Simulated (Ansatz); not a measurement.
# PtWS4: the cost of one run

Program: Ansatz 0.2.0. Level of theory: DFT PBE, scalar-relativistic, plane waves, PAW. These are calculated values, not measurements.

## Step 1: Starting point

The structure is tetragonal, space group P4/mmm (No. 123). Conventional cell: a = 4.199 Å, b = 4.199 Å, c = 5.939 Å, α = 90.00°, β = 90.00°, γ = 90.00°. Around Pt (site symmetry 4/mmm) lie 8 S at 2.57 Å. W (site symmetry 4/mmm) is surrounded by 8 S at 2.57 Å. S (site symmetry 2mm) has 2 Pt at 2.57 Å and 2 W at 2.57 Å as nearest neighbours.

Structure file:

```cif
data_structure
_symmetry_space_group_name_H-M 'P 1'
_symmetry_Int_Tables_number 1
_cell_length_a 4.1993
_cell_length_b 4.1993
_cell_length_c 5.9387
_cell_angle_alpha 90.000
_cell_angle_beta 90.000
_cell_angle_gamma 90.000
_cell_volume 104.73
loop_
_atom_site_label
_atom_site_type_symbol
_atom_site_fract_x
_atom_site_fract_y
_atom_site_fract_z
_atom_site_occupancy
Pt1 Pt 0.50000 0.50000 0.50000 1
W1 W 0.00000 0.00000 0.00000 1
S1 S 0.50000 0.00000 0.25000 1
S2 S 0.00000 0.50000 0.75000 1
S3 S 0.50000 0.00000 0.75000 1
S4 S 0.00000 0.50000 0.25000 1
```

A structure generator made this guess: ordered mixture on the cation sites of fluorite (P4/mmm, No. 123). Lengths come from tabulated atomic sizes and are only a guess.

## Step 2: The guess as it stands, on a coarse mesh

input.yaml

```yaml
crystal:
  lattice:
    - [4.19932436, 0.0, 0.0]
    - [0.0, 4.19932436, 0.0]
    - [0.0, 0.0, 5.93874146]
  atoms:
    - { symbol: Pt, position: [0.5, 0.5, 0.5] }
    - { symbol: W, position: [0.0, 0.0, 0.0] }
    - { symbol: S, position: [0.5, 0.0, 0.25] }
    - { symbol: S, position: [0.0, 0.5, 0.75] }
    - { symbol: S, position: [0.5, 0.0, 0.75] }
    - { symbol: S, position: [0.0, 0.5, 0.25] }
basis:
  ecutwfc: 420
kpoints:
  mp_grid: { grid: [4, 4, 4] }
hamiltonian:
  xc: pbe
scf:
  occupations: { method: gaussian, width: 0.1 }
  lower_state_search: "off"
output:
  forces: true
  stress: true
  eigenvalues: true
```

Started as:

```
> ansatz run input.yaml --threads 1 --pin off --max-ram 2048MiB --backend cpu --events-out ev --progress --plain --runs-dir out
```

Q: Estimate wall time and peak memory on 1 thread of Intel Xeon Platinum 8175M at 2.50GHz (Skylake/Cascade Lake), shared host.

About 4.2 s, with a peak of 0.44 GiB.
